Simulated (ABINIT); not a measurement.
The system is AgRh.

```
CELL_PARAMETERS angstrom
2.77759 0.00000 0.00000
-1.38879 2.40546 0.00000
0.00000 0.00000 4.80860
ATOMIC_POSITIONS crystal
Ag 0.00000 0.00000 0.50000
Rh 0.66667 0.33333 0.00000
```

The cell comes from a database or a generator and needn't be the stable form of this composition.

Base run:

* Program: ABINIT 10.8.3 (patched build)
* Functional: revPBE
* Potentials or basis: JTH PAW PBE v2.0
* Cutoff: 544 eV
* k mesh: 11 × 11 × 6
* Occupations: fermi-dirac, width 0.05 eV
* Spin: no spin polarisation

Its results: band gap on the k mesh none (metal or under the smearing width); pressure 0.7 GPa.

Problem. The run is repeated on the same cell with these changes: functional from revPBE to SCAN. What comes out?

Solution. Band gap on the k mesh none (metal or under the smearing width); pressure -8.2 GPa.

Caveats: the PAW data sets were made with another functional, which shifts forces and pressure a little.
